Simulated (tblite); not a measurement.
# C5H11ClSi: the cost of one run

The runs use tblite 0.8.0 and PySCF 2.14.0, with density-fitted response routines of our own; the level of theory stands in each step. All values are computed, except where a source is named. Atoms count from 0, in the outputs and in this text.

## (1) Starting geometry

18 atoms, charge 0, multiplicity 1; geometry from: force field or distance geometry start.

Bonds of the start (Å): Si0–C1 1.87, C1–C2 1.52, C2–C3 1.54, C3–C4 1.54, C4–C5 1.52, C5–Cl6 1.80, C5–C1 1.54, Si0–H7 1.49, Si0–H8 1.48, Si0–H9 1.47, C1–H10 1.11, C2–H11 1.10, C2–H12 1.09, C3–H13 1.08, C3–H14 1.09, C4–H15 1.10, C4–H16 1.09, C5–H17 1.10.

## (2) Relaxing the molecule with GFN2-xTB

Job settings and geometry (Å):

```
{"job": {"kind": "relax", "xc": "GFN2-xTB", "basis": "xTB"}, "charge": 0, "multiplicity": 1}
Si     2.434800     0.205400    -0.099500
C      0.637800    -0.274300     0.107900
C     -0.210100    -0.369700    -1.148900
C     -1.673900    -0.314200    -0.677600
C     -1.615400    -0.080600     0.846900
C     -0.239300     0.527600     1.084900
Cl    -0.285700     2.285000     0.719200
H      2.563000     1.521000    -0.782000
H      3.096100     0.270900     1.228500
H      3.119400    -0.818600    -0.910900
H      0.689000    -1.301400     0.524800
H     -0.035800     0.470900    -1.831000
H     -0.021300    -1.283400    -1.704600
H     -2.206400     0.489000    -1.175400
H     -2.204900    -1.245000    -0.892800
H     -1.691400    -1.040500     1.373100
H     -2.440700     0.548900     1.194400
H      0.076000     0.415200     2.131200
```

The run is started by

```sh
$ OMP_NUM_THREADS=1 python probes_run.py task.json out
```

One launch serves the whole session: the jobs run in the order shown.

**Question.** How long does this first job take on 1 thread of Arm Neoverse N1, shared host?

About 1.7 s.
